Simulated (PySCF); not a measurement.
# [PbBr3]−: forces at shaken geometries

How stiff is [PbBr3]−? Its atoms are displaced at random by several amounts. The structure is generated, not taken from experiment.

The runs use PySCF 2.14.0; PBE, Pb def2-SVP with ECP60, Br def2-SVP; scalar-relativistic core potentials, no spin–orbit coupling.

2 further runs of the same task are left out: 1 for a known fault of the program, 1 that didn't finish.

## 1. Starting geometry

4 atoms, charge -1, spin multiplicity 1.

Bond lengths: Pb1–Br2 2.781 Å, Pb1–Br3 2.781 Å, Pb1–Br4 2.779 Å. Angles: Br2–Pb1–Br3 102.9°, Br2–Pb1–Br4 102.9°, Br3–Pb1–Br4 102.9°.

Geometry (Å):

```xyz
4
Br3Pb
Pb    0.0050    0.7943    0.0000
Br   -1.2434   -0.4081    2.1744
Br   -1.2434   -0.4081   -2.1744
Br    2.5207   -0.3870    0.0000
```

Formal oxidation states: Pb +2. An earlier session relaxed this geometry at PBE, Pb def2-SVP with ECP60, Br def2-SVP (singlet, point group C3v).

Its energy there is -7913.543563 Eh.

## 2. Atoms moved at random, σ = 0.15 Å

File run.py (the lines that set the calculation):

```python
mol = gto.M(atom='''
Pb    -0.01522     0.92906     0.03002
Br    -1.28336    -0.41331     2.31838
Br    -1.32173    -0.40755    -2.23516
Br     2.65917    -0.51703    -0.11323''',
    basis={'Pb': 'def2-SVP', 'Br': 'def2-SVP'},
    ecp={'Pb': 'def2-SVP'},
    charge=-1, spin=0)
mf = dft.RKS(mol, xc='PBE')
mf.grids.atom_grid = (50, 194)
mf = mf.density_fit()  # fitting sets: Pb def2-universal-JKFIT, Br def2-universal-JKFIT
mf.conv_tol = 1e-08; mf.max_cycle = 55
mf.kernel(dm0)  # dm0: the density of the relaxed state
```

Command:

```console
OMP_NUM_THREADS=2 python run.py
```

The program printed:

```text
init E= -7913.49493713008
  HOMO = -0.0975885367967786  LUMO = 0.0198417575695529  gap/eV = 3.19544
cycle= 1 E= -7913.52743771092  delta_E= -0.0325  |g|= 0.0884  |ddm|= 0.405
  HOMO = -0.0500767452184168  LUMO = 0.0475312246317874  gap/eV = 2.65605
cycle= 2 E= -7913.52389846369  delta_E= 0.00354  |g|= 0.131  |ddm|= 0.401
  HOMO = -0.0706088926935067  LUMO = 0.0445709690143552  gap/eV = 3.13420
cycle= 3 E= -7913.5302167573  delta_E= -0.00632  |g|= 0.0375  |ddm|= 0.268
  HOMO = -0.0683330028611646  LUMO = 0.042624601204811  gap/eV = 3.01931
cycle= 4 E= -7913.53068794444  delta_E= -0.000471  |g|= 0.00532  |ddm|= 0.0635
  HOMO = -0.0686685509239096  LUMO = 0.0429315886968977  gap/eV = 3.03679
cycle= 5 E= -7913.53069559065  delta_E= -7.65e-06  |g|= 0.00302  |ddm|= 0.0127
  HOMO = -0.0687453261034273  LUMO = 0.0427602479533713  gap/eV = 3.03422
cycle= 6 E= -7913.53069926591  delta_E= -3.68e-06  |g|= 0.000612  |ddm|= 0.00569
  HOMO = -0.0687457735239941  LUMO = 0.0427369167921452  gap/eV = 3.03360
cycle= 7 E= -7913.53069934893  delta_E= -8.3e-08  |g|= 0.000138  |ddm|= 0.000767
  HOMO = -0.0687567763929733  LUMO = 0.0427465348067755  gap/eV = 3.03416
cycle= 8 E= -7913.53069935883  delta_E= -9.9e-09  |g|= 2.18e-05  |ddm|= 0.000263
  HOMO = -0.0687564000319757  LUMO = 0.0427489495249434  gap/eV = 3.03422
Extra cycle  E= -7913.53069935827  delta_E= 5.6e-10  |g|= 4.3e-05  |ddm|= 0.000114
converged SCF energy = -7913.53069935827
```

Wall time 5.6 s (2 threads of Arm Neoverse V1, shared host).

Read off: E = -7913.530699 Eh (+0.350 eV from the relaxed state), HOMO -1.87 eV, LUMO 1.16 eV, Mulliken charge on Pb1 +0.50 e, largest force component 1.571 eV/Å. 

```csv
atom,Fx,Fy,Fz (eV/Å)
Pb1,0.216,-1.571,-0.067
Br2,0.341,0.472,-0.634
Br3,0.330,0.489,0.641
Br4,-0.886,0.610,0.060
```

## 3. Atoms moved at random, σ = 0.06 Å

Edit run.py (the lines that set the calculation) of step 2 so:

```diff
@@ -1,6 +1,6 @@
 mol = gto.M(atom='''
-Pb    -0.01522     0.92906     0.03002
-Br    -1.28336    -0.41331     2.31838
-Br    -1.32173    -0.40755    -2.23516
-Br     2.65917    -0.51703    -0.11323''',
+Pb     0.01846     0.77764     0.01093
+Br    -1.29307    -0.37476     2.20234
+Br    -1.15555    -0.46586    -2.25957
+Br     2.46902    -0.34585     0.04630''',
     basis={'Pb': 'def2-SVP', 'Br': 'def2-SVP'},
```

Command:

```console
OMP_NUM_THREADS=2 python run.py
```

The program printed:

```text
init E= -7913.54431375518
  HOMO = -0.0649240853997159  LUMO = 0.0659762814135227  gap/eV = 3.56198
cycle= 1 E= -7913.54090398078  delta_E= 0.00341  |g|= 0.0503  |ddm|= 0.193
  HOMO = -0.0586688351924152  LUMO = 0.0676512212394405  gap/eV = 3.43734
cycle= 2 E= -7913.5382726315  delta_E= 0.00263  |g|= 0.0995  |ddm|= 0.304
  HOMO = -0.0631486474113576  LUMO = 0.0673317244672961  gap/eV = 3.55055
cycle= 3 E= -7913.54212411674  delta_E= -0.00385  |g|= 0.0101  |ddm|= 0.178
  HOMO = -0.0632554952291886  LUMO = 0.0669099099945811  gap/eV = 3.54198
cycle= 4 E= -7913.54215561889  delta_E= -3.15e-05  |g|= 0.00299  |ddm|= 0.0185
  HOMO = -0.063326167670821  LUMO = 0.0670596571266507  gap/eV = 3.54798
cycle= 5 E= -7913.54215887123  delta_E= -3.25e-06  |g|= 0.000701  |ddm|= 0.00566
  HOMO = -0.0633343831857389  LUMO = 0.0670218533506071  gap/eV = 3.54717
cycle= 6 E= -7913.54215903802  delta_E= -1.67e-07  |g|= 0.000246  |ddm|= 0.00153
  HOMO = -0.0633331982355283  LUMO = 0.0670261244703875  gap/eV = 3.54726
cycle= 7 E= -7913.54215906129  delta_E= -2.33e-08  |g|= 4.36e-05  |ddm|= 0.000418
  HOMO = -0.0633326241668725  LUMO = 0.0670260903595596  gap/eV = 3.54724
cycle= 8 E= -7913.54215906185  delta_E= -5.58e-10  |g|= 1.81e-05  |ddm|= 0.000103
  HOMO = -0.0633322560658708  LUMO = 0.067027318777347  gap/eV = 3.54726
Extra cycle  E= -7913.54215906159  delta_E= 2.64e-10  |g|= 3.39e-05  |ddm|= 8.66e-05
converged SCF energy = -7913.54215906159
```

It took 5.7 s on 2 threads of Arm Neoverse V1, shared host.

Read off: E = -7913.542159 Eh (+0.038 eV from the relaxed state), HOMO -1.72 eV, LUMO 1.82 eV, Mulliken charge on Pb1 +0.47 e, largest force component 0.648 eV/Å. 

```csv
atom,Fx,Fy,Fz (eV/Å)
Pb1,-0.648,0.096,-0.209
Br2,0.077,-0.002,-0.079
Br3,0.098,0.126,0.254
Br4,0.474,-0.220,0.033
```

## 4. Atoms moved at random, σ = 0.1 Å

Edit run.py (the lines that set the calculation) of step 3 so:

```diff
@@ -1,6 +1,6 @@
 mol = gto.M(atom='''
-Pb     0.01846     0.77764     0.01093
-Br    -1.29307    -0.37476     2.20234
-Br    -1.15555    -0.46586    -2.25957
-Br     2.46902    -0.34585     0.04630''',
+Pb     0.05852     0.71006     0.00105
+Br    -1.32173    -0.45158     2.07012
+Br    -1.21542    -0.36355    -2.07556
+Br     2.51750    -0.30376     0.00440''',
     basis={'Pb': 'def2-SVP', 'Br': 'def2-SVP'},
```

Command:

```console
OMP_NUM_THREADS=2 python run.py
```

The program printed:

```text
init E= -7913.57157414559
  HOMO = -0.0469897329525575  LUMO = 0.0878052225594541  gap/eV = 3.66796
cycle= 1 E= -7913.5371920334  delta_E= 0.0344  |g|= 0.0458  |ddm|= 0.288
  HOMO = -0.0549839813481926  LUMO = 0.0780376918665278  gap/eV = 3.61970
cycle= 2 E= -7913.53618263307  delta_E= 0.00101  |g|= 0.0715  |ddm|= 0.243
  HOMO = -0.0546248167649754  LUMO = 0.0792968618194418  gap/eV = 3.64419
cycle= 3 E= -7913.53807970292  delta_E= -0.0019  |g|= 0.0118  |ddm|= 0.142
  HOMO = -0.0542933965882701  LUMO = 0.0797863410708602  gap/eV = 3.64850
cycle= 4 E= -7913.53811167741  delta_E= -3.2e-05  |g|= 0.00203  |ddm|= 0.0188
  HOMO = -0.0543861456502147  LUMO = 0.0796962750122489  gap/eV = 3.64857
cycle= 5 E= -7913.5381128746  delta_E= -1.2e-06  |g|= 0.000402  |ddm|= 0.00385
  HOMO = -0.0543688407711793  LUMO = 0.0797230837499999  gap/eV = 3.64883
cycle= 6 E= -7913.53811291831  delta_E= -4.37e-08  |g|= 7.84e-05  |ddm|= 0.000683
  HOMO = -0.05436720630335  LUMO = 0.0797242853356003  gap/eV = 3.64882
cycle= 7 E= -7913.53811291977  delta_E= -1.47e-09  |g|= 2.85e-05  |ddm|= 0.000157
  HOMO = -0.0543673319977306  LUMO = 0.0797221312399654  gap/eV = 3.64876
Extra cycle  E= -7913.53811291913  delta_E= 6.42e-10  |g|= 5.27e-05  |ddm|= 0.000136
converged SCF energy = -7913.53811291913
```

Run time: 5.3 s. Hardware: 2 threads of Arm Neoverse V1, shared host.

Read off: E = -7913.538113 Eh (+0.148 eV from the relaxed state), HOMO -1.48 eV, LUMO 2.17 eV, Mulliken charge on Pb1 +0.43 e, largest force component 1.196 eV/Å. 

```csv
atom,Fx,Fy,Fz (eV/Å)
Pb1,-0.451,1.196,0.469
Br2,-0.089,-0.226,0.298
Br3,-0.364,-0.460,-0.759
Br4,0.903,-0.510,-0.007
```

## 5. The displacements side by side

| σ (Å) | energy rise (eV) | harmonic estimate −½ F·u (eV) | largest force component (eV/Å) |
| --- | --- | --- | --- |
| 0.15 | 0.350 | 0.299 | 1.57 |
| 0.06 | 0.038 | 0.035 | 0.65 |
| 0.1 | 0.148 | 0.145 | 1.20 |

Every displacement raises the energy. For a harmonic well the rise equals −½ F·u; the two differ by at most 14 % here (a move with σ = 0.15 Å), from anharmonicity, the grid and the small forces left at the relaxed point. The bases are small and lack diffuse functions. Spin–orbit coupling is left out.
